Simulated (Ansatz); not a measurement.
# CBr₂ClF: one species, many methods

One table from this session's results is given with a row withheld; the runs are named, their logs left out.

Computed with Ansatz 0.2.0, Gaussian basis. Level: functionals in def2-TZVPP, the program's frozen cores in correlated methods.

Plan: LDA (SPW92), PBE-D4, revPBE-D4, BLYP-D4, r2SCAN-D4, B97M-V, PBE0-D4, B3LYP-D4, r2SCANh-D4, r2SCAN0-D4, HSE06-D4, BHLYP-D4, CAM-B3LYP-D4, LC-ωPBE, ωB97X-V, ωB97M-V, B2PLYP, PBE-QIDH; CCSD(T)/def2-SVP; CCSD(T)/def2-TZVPP; MP2/def2-QZVPP; extrapolation to the limit; RPA on PBE.

### The geometry

All runs share one geometry, relaxed beforehand with PBE0-D4 in a triple-zeta def2 set.

SMILES `FC(Cl)(Br)Br`, 5 atoms, charge 0, spin multiplicity 1.

Atoms are counted from 1 here; the program's logs count them from 0.

Bond lengths: F1–C2 1.331 Å, C2–Cl3 1.752 Å, C2–Br4 1.936 Å, C2–Br5 1.936 Å. Angles: F1–C2–Cl3 108.9°, F1–C2–Br4 108.2°, F1–C2–Br5 108.2°, Cl3–C2–Br4 110.5°, Cl3–C2–Br5 110.5°, Br4–C2–Br5 110.3°.

The first run:

Input file in.yaml:

```yaml
crystal:
  periodic: [false, false, false]
  atoms:
    - {symbol: F, position_ang: [1.219406, -0.708596, 0.266597]}
    - {symbol: C, position_ang: [0.074657, -0.067503, 0.041722]}
    - {symbol: Cl, position_ang: [-0.943439, -0.212100, 1.460591]}
    - {symbol: Br, position_ang: [-0.781916, -0.877004, -1.494544]}
    - {symbol: Br, position_ang: [0.481193, 1.791502, -0.315866]}
basis:
  gaussian: {orbitals: def2-TZVPP}
hamiltonian: {xc: lda}
output: {orbitals: {seedname: orbitals}}
```

Among the steps run: LDA; PBE-D4 (GGA); revPBE-D4 (GGA); BLYP-D4 (GGA); r2SCAN-D4 (meta-GGA); B97M-V (meta-GGA); PBE0-D4 (hybrid); B3LYP-D4 (hybrid); r2SCANh-D4 (hybrid); r2SCAN0-D4 (hybrid); HSE06-D4 (hybrid); BHLYP-D4 (hybrid); CAM-B3LYP-D4 (range-separated); LC-ωPBE-D4 (range-separated; the results give it without D4); ωB97X-V (range-separated); ωB97M-V (range-separated); B2PLYP (double hybrid); PBE-QIDH (double hybrid).

One table of the session follows, with a row left open; its other results are not shown here.

It belongs to the step «Frontier levels by functional». 

```
  functional  HOMO (eV)  LUMO (eV)  gap (eV)
 LDA (SPW92)      -7.28      -3.12      4.16
      PBE-D4      -7.11      -2.91      4.20
   revPBE-D4      -7.05      -2.82      4.23
     BLYP-D4      -6.94      -2.80      4.14
   r2SCAN-D4      -7.47      -2.85      4.61
      B97M-V      -7.57      -2.71      4.86
     PBE0-D4      -8.45      -1.96      6.49
    B3LYP-D4      -8.18      -2.21      5.96
  r2SCANh-D4      -7.95      -2.49      5.46
  r2SCAN0-D4      -8.68      -1.94      6.74
    HSE06-D4      -8.05      -2.35      5.71
    BHLYP-D4      -9.62      -0.91      8.72
CAM-B3LYP-D4      -9.79      -0.81      8.98
     LC-ωPBE     -11.21       0.46     11.67
     ωB97X-V          ?          ?         ?
     ωB97M-V     -10.67       0.20     10.86
```

Estimate the missing values for ωB97X-V.

As computed: HOMO (eV): -10.82; LUMO (eV): 0.30; gap (eV): 11.13. In the column «HOMO (eV)» it lies between LC-ωPBE (-11.21) and ωB97M-V (-10.67).
